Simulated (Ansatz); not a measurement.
# Pd (Pd, dhcp): the cost of one run

Computed with Ansatz 0.2.0 (DFT r2SCAN, plane waves (500 eV) with PAW, scalar-relativistic; PBE-made PAW files, unless a step says otherwise).

## (1) The structure to begin with

Symmetry: P6_3/mmc, No. 194, hexagonal system. The conventional cell has a = 2.751 Å, b = 2.751 Å, c = 8.983 Å, α = 90.00°, β = 90.00°, γ = 120.00°. Pd (site symmetry -3m) is surrounded by 12 Pd at 2.75 Å. Pd (site symmetry -6m2) is surrounded by 12 Pd at 2.75 Å.

As a file:

```cif
data_structure
_symmetry_space_group_name_H-M 'P6_3/mmc'
_symmetry_Int_Tables_number 194
_cell_length_a 2.7505
_cell_length_b 2.7505
_cell_length_c 8.9831
_cell_angle_alpha 90.000
_cell_angle_beta 90.000
_cell_angle_gamma 120.000
_cell_volume 58.85
loop_
_atom_site_label
_atom_site_type_symbol
_atom_site_symmetry_multiplicity
_atom_site_Wyckoff_symbol
_atom_site_fract_x
_atom_site_fract_y
_atom_site_fract_z
_atom_site_occupancy
Pd1 Pd 2 a 0.00000 0.00000 0.00000 1
Pd2 Pd 2 c 0.33333 0.66667 0.25000 1
```

The atoms start with moments of +0.5 ×2, -0.5 ×2 μB.

## (2) Relaxing cell and atoms

File input.yaml:

```yaml
crystal:
  lattice:
    - [2.7505001182, 0.0, 0.0]
    - [-1.3752500591, 2.3820029755, 0.0]
    - [0.0, 0.0, 8.9831333861]
  atoms:
    - { symbol: Pd, position: [0.0, 0.0, 0.0], spin: 0.5 }
    - { symbol: Pd, position: [0.0, 0.0, 0.5], spin: 0.5 }
    - { symbol: Pd, position: [0.3333333333, 0.6666666667, 0.25], spin: -0.5 }
    - { symbol: Pd, position: [0.6666666667, 0.3333333333, 0.75], spin: -0.5 }
hamiltonian:
  xc: r2scan
  pseudopotentials:
    kind: paw
    azcp:
      Pd: "pseudopotentials/Pd.paw.azcp"
basis:
  ecutwfc: 500
  fft_grid_basis: typed
kpoints:
  mp_grid: { grid: [13, 13, 4], shift: [0, 0, 0] }
magnetization:
  spin_polarized: true
scf:
  occupations: { method: fermi_dirac, width: 0.05 }
relax:
  max_steps: 60
  f_tol: 0.01
  cell: {}
output:
  write_density: true
  write_potential: true
  elf: true
  volumetric_format: npy
```

On the command line:

```bash
ansatz run input.yaml --threads 1 --pin off --max-ram 3584MiB --backend cpu --events-out ev --progress --plain --runs-dir out
```

**Question.** How long does this run take on 1 thread of Intel Xeon Platinum 8259CL at 2.50GHz (Skylake/Cascade Lake), shared host, and how much memory does it need?

About 6.6 min, with a peak of 0.86 GiB.
